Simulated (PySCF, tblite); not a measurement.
# H₅O₅PSi₂, a small gas-phase stand-in for a defect centre: NMR shifts, core binding energies and electronic excitations, part 2 of 2

tblite 0.8.0 and PySCF 2.14.0. Atoms count from 0, parts from 1.

## 6. TDDFT and polarisability: CAM-B3LYP/def2-SVPD

What the job is given:

```
{"job": {"kind": "uv", "xc": "CAM-B3LYP", "basis": "def2-SVPD", "nstates": 6, "ntriplets": 2, "ip": true}, "charge": 0, "multiplicity": 1}
Si    -1.400079    -0.395185    -1.699355
O     -1.574834     0.230065    -0.172499
Si    -1.390620     0.999999     1.292082
O      0.246289    -0.807932    -1.708246
P      1.544296    -0.705332    -0.772613
O      2.826966    -1.044890    -1.396360
O      1.412551     0.824923    -0.236207
O      1.183942    -1.592521     0.516127
H     -0.405361     0.230267     2.119353
H     -0.911574     2.393883     1.099154
H     -2.698822     0.992788     2.003015
H      2.290202     1.222469    -0.159195
H      0.556476    -1.156774     1.110315
```

Method: TDDFT CAM-B3LYP/def2-SVPD, vertical, gas phase, core orbitals frozen in the response.

What it wrote:

```text
coarse grid: 13408 points
cycle   1  E = -1298.4552729716  dE =  1.392e+00  |g| = 1.406e+00  |ddm| = 5.578e+00
cycle   2  E = -1298.1576985651  dE =  2.976e-01  |g| = 1.912e+00  |ddm| = 4.899e+00
cycle   3  E = -1298.8237186328  dE = -6.660e-01  |g| = 2.120e-01  |ddm| = 2.521e+00
cycle   4  E = -1298.8310621618  dE = -7.344e-03  |g| = 7.702e-02  |ddm| = 3.062e-01
cycle   5  E = -1298.8321200263  dE = -1.058e-03  |g| = 1.392e-02  |ddm| = 1.133e-01
cycle   6  E = -1298.8321512270  dE = -3.120e-05  |g| = 7.503e-03  |ddm| = 2.892e-02
cycle   7  E = -1298.8321616461  dE = -1.042e-05  |g| = 8.140e-04  |ddm| = 1.139e-02
cycle   8  E = -1298.8321618949  dE = -2.488e-07  |g| = 3.134e-04  |ddm| = 5.376e-03
final grid: 118680 points
cycle   9  E = -1299.0284271344  dE = -2.184e-05  |g| = 1.756e-03  |ddm| = 6.050e-02
cycle  10  E = -1299.0284270502  dE =  8.417e-08  |g| = 2.162e-03  |ddm| = 7.859e-03
cycle  11  E = -1299.0284278675  dE = -8.172e-07  |g| = 2.554e-04  |ddm| = 2.434e-03
cycle  12  E = -1299.0284278786  dE = -1.118e-08  |g| = 1.690e-04  |ddm| = 6.376e-04
cycle  13  E = -1299.0284278838  dE = -5.188e-09  |g| = 3.566e-05  |ddm| = 2.064e-04
cycle  14  E = -1299.0284278841  dE = -2.556e-10  |g| = 1.131e-05  |ddm| = 5.845e-05
converged SCF energy = -1299.0284278841

Static polarisability (au): isotropic 91.146, principal 79.368 91.268 102.802

Singlet excitations
state   eV       nm        f      main configurations
  1   5.2652    235.5   0.10461   H->L 0.98
  2   6.5784    188.5   0.01193   H-3->L 0.39, H-1->L 0.24, H-2->L 0.13
  3   7.0230    176.5   0.02818   H->L+1 0.36, H-4->L 0.14, H->L+2 0.13
  4   7.1090    174.4   0.09179   H->L+1 0.33, H-1->L 0.31, H-3->L 0.19
  5   7.2296    171.5   0.01304   H-2->L 0.71, H-3->L 0.13, H-4->L 0.09
  6   7.3925    167.7   0.10868   H->L+2 0.21, H->L+1 0.16, H-1->L 0.15

Triplet excitations (Tamm-Dancoff, eV): 3.0775 5.7760
Vertical ionisation energy (delta-SCF) = 10.2220 eV
Vertical electron affinity (delta-SCF) = 0.2971 eV
```

Wall time 2.8 min (1 thread of Intel Xeon 6975P-C, shared host); peak memory 1.2 GiB.

The orbitals next to the gap, with their largest atomic shares:

```csv
orbital,eV,atoms
HOMO−3,-11.09,"O1 29 %, Si2 24 %, H10 21 %"
HOMO−2,-10.52,"O5 67 %, P4 10 %, O6 9 %"
HOMO−1,-10.48,"O5 66 %, P4 9 %, O7 9 %"
HOMO,-9.32,"Si0 58 %, O1 17 %, O3 14 %"
LUMO,-0.98,"Si0 62 %, O1 18 %, O3 16 %"
LUMO+1,0.29,"Si2 27 %, Si0 11 %, O7 9 %"
LUMO+2,0.61,"Si2 22 %, O6 14 %, Si0 10 %"
```

With each of the 6 states as a Gaussian band of 0.4 eV half-width at 1/e, the curve within the window shown has maxima at 235 nm (ε 4,200), 171 nm (ε 8,500) L/(mol cm). Beyond the last state computed it falls off for lack of states. The curve at chosen wavelengths:

| nm | ε (L/mol/cm) |
| --- | --- |
| 161 | 3158 |
| 165 | 6040 |
| 169 | 8185 |
| 173 | 8378 |
| 178 | 6224 |
| 182 | 3975 |
| 186 | 2237 |
| 190 | 1190 |
| 194 | 628 |
| 198 | 333 |
| 203 | 183 |
| 207 | 223 |
| 211 | 449 |
| 215 | 913 |
| 219 | 1626 |
| 223 | 2502 |
| 228 | 3547 |
| 232 | 4090 |
| 236 | 4229 |
| 240 | 3964 |
| 244 | 3400 |
| 248 | 2691 |
| 253 | 1817 |
| 257 | 1234 |
| 261 | 792 |
| 265 | 482 |

Ground-state properties from the same run:

```
           property  computed
  dipole moment (D)      5.06
polarisability (Å³)     13.51
 HOMO–LUMO gap (eV)      8.33
      −ε(HOMO) (eV)      9.32
```

## 7. Outcome

What follows sums up all 2 parts.

```
                                                    quantity                                  value
                                                 point group                                     C1
                        rotational constants (main isotopes)                   1.98, 0.92, 0.73 GHz
                  $^{1}$H shifts against TMS (PBE0/pcSseg-1)       5.15, 5.11, 5.03, 4.04, 3.38 ppm
                $^{29}$Si shifts against TMS (PBE0/pcSseg-1)                        21.0, -44.3 ppm
                 $^{17}$O shifts against H2O (PBE0/pcSseg-1)  244.2, 157.8, 156.2, 123.5, 122.7 ppm
               $^{31}$P shifts against H3PO4 (PBE0/pcSseg-1)                              -23.2 ppm
                           Si2p binding energies, SCAN/pcX-2              Si0 108.87, Si2 108.34 eV
O1s binding energies, SCAN/pcX-2 (standing for 2 of 5 atoms)                O3 538.78, O1 538.49 eV
                            P2p binding energies, SCAN/pcX-2                           P4 140.52 eV
                        lowest singlet (CAM-B3LYP/def2-SVPD)            5.27 eV (235 nm), f = 0.105
                    brightest single state of those computed            state 6, 7.39 eV, f = 0.109
                                              lowest triplet                                3.08 eV
                           vertical ionisation energy (ΔSCF)                               10.22 eV
                           vertical electron affinity (ΔSCF)                                0.30 eV
```

The start of the PBE0/def2-SVP relaxation was shaken at random by about 0.01 Å, so part of the energy gained, and of the first lengths quoted, undoes that. The optimisation took 11 steps and gained 0.380 eV; among the close pairs (by a distance rule), O3–P4 changed most, from 1.542 to 1.603 Å (PBE0/def2-SVP). Hydrogens of an XH3 group are listed apart at this fixed geometry; free rotation makes them one line at their mean. At PBE0/pcSseg-1: Shielding is most anisotropic at Si0 (span 423 ppm, paramagnetic term -547 ppm). At SCAN/pcX-2: Si0 (silicon bonded to 2 O) binds its Si2p electron 0.52 eV more tightly than Si2 (silicon bonded to O, 3 H). At SCAN/pcX-2: The O1s levels kept as sound span 0.29 eV, from O1 (oxygen bonded to 2 Si) up to O3 (oxygen bonded to P, Si). Only 2 of the 5 O atoms are covered by sound results. The lowest singlet, at 5.27 eV, is HOMO→LUMO 0.98 and is bright; of the 6 states computed, the strongest absorption comes from state 6 at 7.39 eV (the last computed, so partners may be missing). The lowest triplet lies 2.19 eV below the lowest singlet (triplets in Tamm-Dancoff, singlets in full TDDFT). ΔSCF puts the ionisation energy at 10.22 eV, 0.91 eV above −ε(HOMO). A capped cluster stands for the solid here, so long-range fields and strain are missing, and bands or shifts of the capping hydrogens have no counterpart in it.
